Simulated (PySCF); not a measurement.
# WH₄: one geometry, several methods

How much do the numbers for WH₄ (triplet) hang on the method? All levels run at one geometry, the PBE0 minimum.

Method: several methods, basis W x2c-TZVPall, H x2c-TZVPall, spin-free X2C, no spin–orbit coupling, density fitting; program: PySCF 2.14.0.

## Step 1: Where the work starts

5 atoms, charge 0, spin multiplicity 3.

Bond lengths: W1–H2 1.697 Å, W1–H3 1.697 Å, W1–H4 1.697 Å, W1–H5 1.697 Å. Angles: H2–W1–H3 109.5°, H2–W1–H4 109.5°, H2–W1–H5 109.5°, H3–W1–H4 109.5°, H3–W1–H5 109.5°, H4–W1–H5 109.5°.

```xyz
5
charge 0 multiplicity 3
W     0.0000    0.0000    0.0000
H     1.3853   -0.0001    0.9795
H    -1.3853    0.0000    0.9795
H     0.0000    1.3853   -0.9795
H     0.0000   -1.3852   -0.9796
```

## Step 2: PBE0

The steps are one call of a driver around PySCF; scf.py gives each level's set-up. Each SCF starts from the density of the minimum. The driver also runs the species with one electron less or more at the same geometry (one less: multiplicity 2, one more: multiplicity 4); their logs are not shown.

Input file scf.py:

```python
from pyscf import gto, scf, dft
mol = gto.M(atom='''
W     -0.000000    -0.000000     0.000000
H      1.385280    -0.000065     0.979541
H     -1.385280    -0.000000     0.979541
H      0.000033     1.385313    -0.979495
H     -0.000033    -1.385247    -0.979587''',
    basis={'W': 'x2c-TZVPall', 'H': 'x2c-TZVPall'},
    nucmod='G',
    charge=0, spin=2)
mf = dft.UKS(mol, xc='PBE0')
mf.grids.atom_grid = (99, 590)
aux = {'W': 'AutoAux', 'H': 'AutoAux'}  # AutoAux: made from the orbital basis
mf = mf.density_fit(auxbasis=aux).sfx2c1e()
mf.kernel()
```

Standard output:

```text
init E= -16145.7116791702
[... the frontier-level lines of each cycle are left out ...]
cycle= 1 E= -16145.7116792151  delta_E= -4.49e-08  |g|= 4.58e-05  |ddm|= 0.000225
cycle= 2 E= -16145.7116792152  delta_E= -8e-11  |g|= 2.87e-05  |ddm|= 3.25e-05
Extra cycle  E= -16145.7116792151  delta_E= 1.46e-10  |g|= 3.27e-05  |ddm|= 3.5e-05
converged SCF energy = -16145.7116792151  <S^2> = 2.0200714  2S+1 = 3.0133512
```

This level, with the species of one electron less or more, ran for 18 s (8 threads, shared host).

```
energy                        : -16145.711679 Eh
one electron less (charge +1) : -16145.382020 Eh (doublet, ⟨S²⟩ 0.76)
one electron more (charge -1) : -16145.728248 Eh (quartet, ⟨S²⟩ 3.78)
Mulliken charge of W1         : +0.22 e
```

## Step 3: HF

scf.py, as its differences from that of step 2:

```diff
@@ -11,2 +11 @@
-mf = dft.UKS(mol, xc='PBE0')
-mf.grids.atom_grid = (99, 590)
+mf = scf.UHF(mol)
```

Standard output:

```text
init E= -16140.5009411298
[... the frontier-level lines of each cycle are left out ...]
cycle= 1 E= -16140.5337851636  delta_E= -0.0328  |g|= 0.0776  |ddm|= 0.286
cycle= 2 E= -16140.5366627463  delta_E= -0.00288  |g|= 0.0245  |ddm|= 0.0838
cycle= 3 E= -16140.5372700913  delta_E= -0.000607  |g|= 0.0176  |ddm|= 0.0388
cycle= 4 E= -16140.5374416849  delta_E= -0.000172  |g|= 0.00638  |ddm|= 0.0174
cycle= 5 E= -16140.5375336486  delta_E= -9.2e-05  |g|= 0.0025  |ddm|= 0.0157
cycle= 6 E= -16140.5375544772  delta_E= -2.08e-05  |g|= 0.00151  |ddm|= 0.00777
cycle= 7 E= -16140.5375673082  delta_E= -1.28e-05  |g|= 0.000532  |ddm|= 0.00897
cycle= 8 E= -16140.5375686754  delta_E= -1.37e-06  |g|= 8.54e-05  |ddm|= 0.00395
cycle= 9 E= -16140.5375686878  delta_E= -1.23e-08  |g|= 2.65e-05  |ddm|= 0.000224
cycle= 10 E= -16140.537568689  delta_E= -1.28e-09  |g|= 3.14e-06  |ddm|= 8.38e-05
cycle= 11 E= -16140.5375686891  delta_E= -3.64e-11  |g|= 6.89e-07  |ddm|= 8.53e-06
Extra cycle  E= -16140.5375686891  delta_E= 1.09e-11  |g|= 3.24e-07  |ddm|= 2.19e-06
converged SCF energy = -16140.5375686891  <S^2> = 2.04876  2S+1 = 3.0323324
```

This level, with the species of one electron less or more, took 4.4 s.

| Property | Result |
| --- | --- |
| energy | -16140.537569 Eh |
| one electron less (charge +1) | -16140.217532 Eh (doublet, ⟨S²⟩ 0.79) |
| one electron more (charge -1) | -16140.535048 Eh (quartet, ⟨S²⟩ 3.81) |
| Mulliken charge of W1 | +0.54 e |

## Step 4: MP2

scf.py, as its differences from that of step 3:

```diff
@@ -14,0 +15,2 @@
+from pyscf.mp import dfump2
+dfump2.DFUMP2(mf, frozen=23).kernel()  # the driver gives MP2 a fitting basis of its own (RI)
```

Standard output:

```text
init E= -16140.5009411298
[... the frontier-level lines of each cycle are left out ...]
cycle= 1 E= -16140.5337851636  delta_E= -0.0328  |g|= 0.0776  |ddm|= 0.286
cycle= 2 E= -16140.5366627463  delta_E= -0.00288  |g|= 0.0245  |ddm|= 0.0838
cycle= 3 E= -16140.5372700913  delta_E= -0.000607  |g|= 0.0176  |ddm|= 0.0388
cycle= 4 E= -16140.5374416848  delta_E= -0.000172  |g|= 0.00638  |ddm|= 0.0174
cycle= 5 E= -16140.5375336486  delta_E= -9.2e-05  |g|= 0.0025  |ddm|= 0.0157
cycle= 6 E= -16140.5375544771  delta_E= -2.08e-05  |g|= 0.00151  |ddm|= 0.00777
cycle= 7 E= -16140.5375673082  delta_E= -1.28e-05  |g|= 0.000532  |ddm|= 0.00897
cycle= 8 E= -16140.5375686754  delta_E= -1.37e-06  |g|= 8.54e-05  |ddm|= 0.00395
cycle= 9 E= -16140.5375686877  delta_E= -1.23e-08  |g|= 2.65e-05  |ddm|= 0.000224
cycle= 10 E= -16140.5375686891  delta_E= -1.32e-09  |g|= 3.14e-06  |ddm|= 8.38e-05
cycle= 11 E= -16140.5375686891  delta_E= -7.28e-12  |g|= 6.89e-07  |ddm|= 8.53e-06
Extra cycle  E= -16140.5375686891  delta_E= -2.55e-11  |g|= 3.24e-07  |ddm|= 2.19e-06
converged SCF energy = -16140.5375686891  <S^2> = 2.04876  2S+1 = 3.0323324
```

This level, with the species of one electron less or more, took 5.2 s.

```
energy                                                              : -16140.974323 Eh
one electron less (charge +1)                                       : -16140.650993 Eh (doublet, ⟨S²⟩ 0.79)
one electron more (charge -1)                                       : -16140.988946 Eh (quartet, ⟨S²⟩ 3.81)
MP2 correlation in its own fitting basis (same spin, opposite spin) : -0.43675 Eh (-0.13128, -0.30547)
```

## Step 5: PBE

scf.py, as its differences from that of step 4:

```diff
@@ -11 +11,2 @@
-mf = scf.UHF(mol)
+mf = dft.UKS(mol, xc='PBE')
+mf.grids.atom_grid = (99, 590)
@@ -15,2 +15,0 @@
-from pyscf.mp import dfump2
-dfump2.DFUMP2(mf, frozen=23).kernel()  # the driver gives MP2 a fitting basis of its own (RI)
```

Standard output:

```text
init E= -16145.9399308031
[... the frontier-level lines of each cycle are left out ...]
cycle= 1 E= -16145.9438619997  delta_E= -0.00393  |g|= 0.044  |ddm|= 0.13
cycle= 2 E= -16145.9428939869  delta_E= 0.000968  |g|= 0.0482  |ddm|= 0.0741
cycle= 3 E= -16145.9435991211  delta_E= -0.000705  |g|= 0.0451  |ddm|= 0.0776
cycle= 4 E= -16145.9442939193  delta_E= -0.000695  |g|= 0.000626  |ddm|= 0.0316
cycle= 5 E= -16145.9442943041  delta_E= -3.85e-07  |g|= 0.00017  |ddm|= 0.00124
cycle= 6 E= -16145.9442943521  delta_E= -4.8e-08  |g|= 3.55e-05  |ddm|= 0.000514
cycle= 7 E= -16145.9442943547  delta_E= -2.66e-09  |g|= 4.34e-06  |ddm|= 0.000143
cycle= 8 E= -16145.9442943548  delta_E= -3.46e-11  |g|= 1.83e-06  |ddm|= 1.64e-05
Extra cycle  E= -16145.9442943547  delta_E= 5.09e-11  |g|= 5.44e-06  |ddm|= 6.69e-06
converged SCF energy = -16145.9442943547  <S^2> = 2.0159829  2S+1 = 3.0106364
```

This level, with the species of one electron less or more, took 36 s.

| Property | Result |
| --- | --- |
| energy | -16145.944294 Eh |
| one electron less (charge +1) | -16145.619880 Eh (doublet, ⟨S²⟩ 0.76) |
| one electron more (charge -1) | -16145.960327 Eh (quartet, ⟨S²⟩ 3.77) |
| Mulliken charge of W1 | +0.15 e |

## Step 6: Comparison of the levels

| level | vertical ionisation energy (eV) | vertical electron affinity (eV) | −ε(HOMO) (eV) | gap (eV) | wall time |
| --- | --- | --- | --- | --- | --- |
| PBE0 | 8.97 | 0.45 | 6.74 | 4.58 | 18 s |
| HF | 8.71 | -0.07 | 11.00 | 11.65 | 4.4 s |
| MP2 | 8.80 | 0.40 | – | – | 5.2 s |
| PBE | 8.83 | 0.44 | 5.21 | 1.91 | 36 s |

Times are for 8 threads, shared host; PBE0 starts from its own converged density, so its time is not comparable. A dash stands where a species or a free atom was not run at that level, or the quantity is not defined.

## Step 7: What came out

```
                         quantity                         value
vertical ionisation energy, range   8.71 (HF) to 8.97 (PBE0) eV
vertical electron affinity, range  -0.07 (HF) to 0.45 (PBE0) eV
               orbital gap, range   1.91 (PBE) to 11.65 (HF) eV
```

**Reading.** The vertical ionisation energy spreads over 0.26 eV, from HF to PBE0; without a CCSD(T) value for it there is no yardstick here. Without diffuse functions electron affinities tend to come out too low. Other spin states or occupations of the open shell can lie lower. Spin–orbit coupling, left out here, can matter for elements this heavy.
